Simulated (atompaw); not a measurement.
**Pseudopotential generation for W: PAW (atompaw), PBE**

Task: generate the file, and judge it by its logarithmic derivatives, its ghosts and its cutoff.

The numbers are computed with atompaw 4.2.0.5 (PBE, scalar-relativistic, spin-unpolarised reference atom).

## (1) Starting point

The settings as typed:

| Property | Result |
| --- | --- |
| element | tungsten (W, Z = 74) |
| type | PAW |
| frozen core | [Kr] 4d10 4f14 5s2 |
| valence charge | 12 |
| reference configuration | 5p6 5d4 6s2 6p0 |
| partial waves | 6s (bound): rc 2.20 bohr; 6s channel at 0.65 Ry: rc 2.20 bohr; 5p (bound): rc 2.15 bohr; 6p (bound, empty): rc 1.85 bohr; 5d (bound): rc 2.20 bohr; 5d channel at 2.35 Ry: rc 2.20 bohr; 5f channel at -0.1 Ry: rc 1.95 bohr |
| local potential | bessel scheme, radius 2.05 bohr |
| core correction | smooth core density matched at 2.00 bohr |
| augmentation charge | besselshape compensation charge, radius 2.10 bohr; PAW radius 2.20 bohr; waves and projectors: custom rrkj vanderbiltortho |

The outer shells as boxes (Hund's rule for the drawing; the calculation is spin-unpolarised):

```
[Kr] core
4d [↑↓][↑↓][↑↓][↑↓][↑↓]
4f [↑↓][↑↓][↑↓][↑↓][↑↓][↑↓][↑↓]
5s [↑↓]
5p [↑↓][↑↓][↑↓]
5d [↑ ][↑ ][↑ ][↑ ][  ]
6s [↑↓]
6p [  ][  ][  ]
```

An earlier all-electron run gives the scale for the radii.

All-electron outer shells of the reference configuration (PBE, scalar-relativistic, ld1.x):

```tsv
shell	level (eV)	outermost node (bohr)	outermost maximum (bohr)
5s	-79.07	0.53	0.96
5p	-43.20	0.57	1.09
4f	-33.21	–	0.43
6s	-5.71	1.28	2.67
5d	-4.48	0.63	1.49
6p	-1.36	1.54	3.75
```

## (2) The generation run

W.input

```
W 74
GGA-PBE scalarrelativistic loggrid 2001 logderivrange -5 5 251
6 6 5 4 0 0
6 1 0
5 2 4
0 0 0
c
c
c
c
c
v
c
c
c
v
v
c
c
v
c
3
2.20 2.10 2.05 2.00
y
0.65
n
n
y
2.35
n
y
-0.1
n
custom rrkj vanderbiltortho besselshape
bessel
2.20
2.20
2.15
1.85
2.20
2.20
1.95
PWSCFOUT
UPFDX 0.0125d0 UPFXMIN -7.d0 UPFZMESH 74.d0
END
```

The run is started by

```bash
atompaw < W.input > W.log
```

Before running it: what results should come out? Wanted: cutoffs for 10 and 1 mRy, occupied levels; bound ghosts; largest phase difference near zero energy, channels read; lowest eigenvalue of the overlap; share of valence orbitals outside the PAW sphere; UPF file.

**Answer**, as computed:

```
                                                quantity                              value
               cutoffs for 10 and 1 mRy, occupied levels                    21 Ry and 35 Ry
                                            bound ghosts                     s at -38.28 eV
largest phase difference near zero energy, channels read                          0.026 rad
         lowest eigenvalue of the overlap (Bessel basis)                          0.061 (p)
        share of valence orbitals outside the PAW sphere  6s 81 %, 5p 3 %, 6p 96 %, 5d 36 %
                                                UPF file                            written
```

It has a bound ghost (s), a state that the atom doesn't have, and that rules the file out. It counts as soft on the atom at that tolerance, with 21 Ry needed at the looser tolerance. That counts occupied waves only; other projectors can need more. Near zero energy the phases of the channels with partial waves agree within 0.026 rad. The pseudo curves have a pole with no partner nearby in the atom's: s at -2.79 Ry. Note that the frozen 4f shell (-33 eV) lies higher than the valence 5p shell (-43 eV). These are tests on the free atom; a crystal test is still owed.
